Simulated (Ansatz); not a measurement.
# C2H7AlO: up Jacob's ladder to CCSD(T)

An exercise on one series of results from a longer session: the logs are not shown, and one member is left open.

Method: functionals in def2-TZVPP, the program's frozen cores in correlated methods; program: Ansatz 0.2.0, Gaussian basis.

Levels to be run: LDA (SPW92), PBE-D4, revPBE-D4, BLYP-D4, r2SCAN-D4, B97M-V, PBE0-D4, B3LYP-D4, r2SCANh-D4, r2SCAN0-D4, HSE06-D4, BHLYP-D4, CAM-B3LYP-D4, LC-ωPBE, ωB97X-V, ωB97M-V, B2PLYP, PBE-QIDH; CCSD(T)/def2-SVP; CCSD(T)/def2-TZVPP; MP2/def2-QZVPP; extrapolation to the limit; RPA on PBE.

**The geometry**

The geometry comes from an earlier relaxation with PBE0-D4 in a triple-zeta def2 set; it is a stationary point, not always the lowest conformer.

SMILES `C[CH2][AlH][OH]`, 11 atoms, charge 0, spin multiplicity 1.

Atoms are counted from 1 here; the program's logs count them from 0.

Bond lengths: C1–C2 1.528 Å, C1–H5 1.094 Å, C1–H6 1.094 Å, C1–H7 1.094 Å, C2–Al3 1.957 Å, C2–H8 1.098 Å, C2–H9 1.098 Å, Al3–O4 1.701 Å, Al3–H10 1.582 Å, O4–H11 0.956 Å. Angles: C2–C1–H5 111.7°, C2–C1–H6 112.3°, C2–C1–H7 111.7°, H5–C1–H6 106.9°, H5–C1–H7 106.9°, H6–C1–H7 106.9°, C1–C2–Al3 116.3°, C1–C2–H8 110.2°, C1–C2–H9 110.2°, Al3–C2–H8 107.6°, Al3–C2–H9 107.6°, H8–C2–H9 104.1°, C2–Al3–O4 121.1°, C2–Al3–H10 123.9°, O4–Al3–H10 115.0°, Al3–O4–H11 123.1°.

The first run:

in.yaml

```yaml
crystal:
  periodic: [false, false, false]
  atoms:
    - {symbol: C, position_ang: [-1.111562, 0.829380, 0.106431]}
    - {symbol: C, position_ang: [0.175910, 0.388020, 0.801985]}
    - {symbol: Al, position_ang: [1.254496, -0.947871, -0.137795]}
    - {symbol: O, position_ang: [0.762595, -1.576823, -1.639339]}
    - {symbol: H, position_ang: [-1.790957, -0.011875, -0.058702]}
    - {symbol: H, position_ang: [-1.662551, 1.574977, 0.687601]}
    - {symbol: H, position_ang: [-0.910627, 1.273263, -0.872923]}
    - {symbol: H, position_ang: [-0.049340, -0.009997, 1.800702]}
    - {symbol: H, position_ang: [0.818824, 1.256796, 0.997908]}
    - {symbol: H, position_ang: [2.622270, -1.522733, 0.412427]}
    - {symbol: H, position_ang: [-0.043756, -1.310137, -2.077797]}
basis:
  gaussian: {orbitals: def2-TZVPP}
hamiltonian: {xc: lda}
output: {orbitals: {seedname: orbitals}}
```

Steps of the session up to this table: LDA; PBE-D4 (GGA); revPBE-D4 (GGA); BLYP-D4 (GGA); r2SCAN-D4 (meta-GGA); B97M-V (meta-GGA); PBE0-D4 (hybrid); B3LYP-D4 (hybrid); r2SCANh-D4 (hybrid); r2SCAN0-D4 (hybrid); HSE06-D4 (hybrid); BHLYP-D4 (hybrid); CAM-B3LYP-D4 (range-separated); LC-ωPBE-D4 (range-separated; the results give it without D4); ωB97X-V (range-separated); ωB97M-V (range-separated); B2PLYP (double hybrid); PBE-QIDH (double hybrid).

One of the session's tables, all rows but one given; the rest of the session is left out.

It belongs to the step «Frontier levels by functional». 

```
  functional  HOMO (eV)  gap (eV)
 LDA (SPW92)      -6.33      4.88
      PBE-D4      -6.23      5.02
   revPBE-D4      -6.19      5.08
     BLYP-D4      -6.14      5.02
   r2SCAN-D4      -6.49      5.66
      B97M-V      -6.60      5.52
     PBE0-D4      -7.51      7.07
    B3LYP-D4      -7.32      6.65
  r2SCANh-D4      -6.97      6.38
  r2SCAN0-D4          ?         ?
    HSE06-D4      -7.11      6.30
    BHLYP-D4      -8.73      9.01
CAM-B3LYP-D4      -8.90      9.34
     LC-ωPBE     -10.25     11.81
     ωB97X-V      -9.90     11.32
     ωB97M-V      -9.74     10.84
```

**Question.** Estimate the row for r2SCAN0-D4.

Worked estimate for «HOMO (eV)». Against the share of exact exchange, r2SCAN-D4 (0, -6.49), r2SCANh-D4 (0.1, -6.97) give a slope of -4.80 per unit share; at 0.25 the line stands at -7.69.

The run gave: HOMO (eV): -7.69; gap (eV): 7.47. In «HOMO (eV)» the line misses by 0.00.
